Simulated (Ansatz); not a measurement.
# HfPbO3: the cost of one run

All numbers are computed with Ansatz 0.2.0 through its Python package. Level of theory: DFT PBEsol, plane waves, PAW.

## (1) The structure

Symmetry: Pm-3m, No. 221, cubic system. Conventional cell: a = 4.155 Å, b = 4.155 Å, c = 4.155 Å, α = 90.00°, β = 90.00°, γ = 90.00°. Around Hf (site symmetry m-3m) lie 6 O at 2.08 Å. Around Pb (site symmetry m-3m) lie 12 O at 2.94 Å. O (site symmetry 4/mmm) has 2 Hf at 2.08 Å and 4 Pb at 2.94 Å as nearest neighbours.

The script holds or builds the structure itself.

## (2) The script

Input file strain_hfpbo3.py:

```python
"""Energy of HfPbO3 under rhombohedral strain, ions carried with the cell."""

import warnings

import ansatz as az
import numpy as np
from tabulate import tabulate

vectors0 = np.array([
    [4.155481, 0.0, 0.0],
    [0.0, 4.155481, 0.0],
    [0.0, 0.0, 4.155481],
])
sites = [
    ("Hf", [0.5, 0.5, 0.5]),
    ("Pb", [0.0, 0.0, 0.0]),
    ("O", [0.0, 0.5, 0.5]),
    ("O", [0.5, 0.0, 0.5]),
    ("O", [0.5, 0.5, 0.0]),
]


def build(cell):
    crystal = az.Crystal(lattice=az.Lattice.of(cell))
    for symbol, position in sites:
        crystal = crystal.atom(symbol, position)
    return crystal


def main() -> None:
    warnings.simplefilter("ignore", az.DeckWarning)

    # clamped ions: the fractional positions stay as typed
    values = np.linspace(-0.03, 0.03, 7)
    energies = []
    for d in values:
        strain = d / 2 * (np.ones((3, 3)) - np.eye(3))
        cell = vectors0 @ (np.eye(3) + strain)
        calculation = (
            build(cell).calculation()
            .functional("pbesol")
            .scf(tolerance=1e-07)
            .occupations("fermi_dirac", width=0.05)
            .basis(520)  # plane waves up to this kinetic energy
            .kpoints(5, 5, 5)  # the mesh must be finer for metals
            .stress()  # positive in compression
        )
        r = calculation.run().report
        energies.append(r["free_energy_ev"] / len(sites))
        s = r["stress_gpa"]
        print(f"d = {d:+.4f}  stress xx yy zz xy (GPa, compression positive): {s[0][0]:8.3f} {s[1][1]:8.3f} {s[2][2]:8.3f} {s[0][1]:8.3f}")
    energies = np.array(energies)

    print(tabulate(zip(values, 1000 * (energies - energies.min())), headers=["strain", "dE (meV/atom)"], floatfmt=".3f"))
    curvature = 2 * np.polyfit(values, energies, 3)[1]
    volume = abs(np.linalg.det(vectors0)) / len(sites)
    print(f"d2E/dd2 over the volume: {curvature / volume * 160.21766:.1f} GPa")


if __name__ == "__main__":
    main()
```

## (3) The calls as engine input

The package turns the script's settings into the engine's input (first run):

```yaml
crystal:
  lattice:
    - [4.155481, -0.062332214999999996, -0.062332214999999996]
    - [-0.062332214999999996, 4.155481, -0.062332214999999996]
    - [-0.062332214999999996, -0.062332214999999996, 4.155481]
  atoms:
    - { symbol: Hf, position: [0.5, 0.5, 0.5] }
    - { symbol: Pb, position: [0.0, 0.0, 0.0] }
    - { symbol: O, position: [0.0, 0.5, 0.5] }
    - { symbol: O, position: [0.5, 0.0, 0.5] }
    - { symbol: O, position: [0.5, 0.5, 0.0] }
basis:
  ecutwfc: 520.0
kpoints:
  mp_grid:
    grid: [5, 5, 5]
hamiltonian:
  xc: pbesol
scf:
  convergence:
    dr2_threshold: 1.0e-07
  occupations:
    method: fermi_dirac
    width: 0.05
output:
  stress: true
```

## (4) Running it

Started as:

```sh
$ python strain_hfpbo3.py
```

Q: Estimate wall time and peak memory on 1 thread of Intel Xeon Platinum 8488C (Sapphire Rapids), shared host.

About 17 s, with a peak of 0.5 GiB.
